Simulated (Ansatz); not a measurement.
# C (C, A15): the cost of one run

Method: DFT r2SCAN, plane waves (500 eV) with PAW, scalar-relativistic; PBE-made PAW files, in Ansatz 0.2.0.

### Step 1. The starting structure

It takes space group Pm-3n (No. 223, cubic). The conventional cell has a = 3.755 Å, b = 3.755 Å, c = 3.755 Å, α = 90.00°, β = 90.00°, γ = 90.00°. Around C (site symmetry m-3) lie 12 C at 2.10 Å. Around C (site symmetry -4m2) lie 6 C at 1.88 to 2.10 Å.

As a file:

```cif
data_structure
_symmetry_space_group_name_H-M 'Pm-3n'
_symmetry_Int_Tables_number 223
_cell_length_a 3.7546
_cell_length_b 3.7546
_cell_length_c 3.7546
_cell_angle_alpha 90.000
_cell_angle_beta 90.000
_cell_angle_gamma 90.000
_cell_volume 52.93
loop_
_atom_site_label
_atom_site_type_symbol
_atom_site_symmetry_multiplicity
_atom_site_Wyckoff_symbol
_atom_site_fract_x
_atom_site_fract_y
_atom_site_fract_z
_atom_site_occupancy
C1 C 2 a 0.00000 0.00000 0.00000 1
C2 C 6 c 0.25000 0.00000 0.50000 1
```

### Step 2. Geometry optimisation

Contents of input.yaml:

```yaml
crystal:
  lattice:
    - [3.7546000832, 0.0, 0.0]
    - [0.0, 3.7546000832, 0.0]
    - [0.0, 0.0, 3.7546000832]
  atoms:
    - { symbol: C, position: [0.0, 0.0, 0.0] }
    - { symbol: C, position: [0.5, 0.5, 0.5] }
    - { symbol: C, position: [0.25, 0.0, 0.5] }
    - { symbol: C, position: [0.75, 0.0, 0.5] }
    - { symbol: C, position: [0.5, 0.25, 0.0] }
    - { symbol: C, position: [0.5, 0.75, 0.0] }
    - { symbol: C, position: [0.0, 0.5, 0.25] }
    - { symbol: C, position: [0.0, 0.5, 0.75] }
hamiltonian:
  xc: r2scan
  pseudopotentials:
    kind: paw
    azcp:
      C: "pseudopotentials/C.paw.azcp"
basis:
  ecutwfc: 500
  fft_grid_basis: typed
kpoints:
  mp_grid: { grid: [7, 7, 7], shift: [0, 0, 0] }
magnetization:
  spin_polarized: false
scf:
  occupations: { method: fermi_dirac, width: 0.1 }
relax:
  max_steps: 60
  f_tol: 0.01
  cell: {}
```

Q: Estimate wall time and peak memory on 2 threads of an x86-64 CPU, shared host.

About 27 s, with a peak of 0.64 GiB.
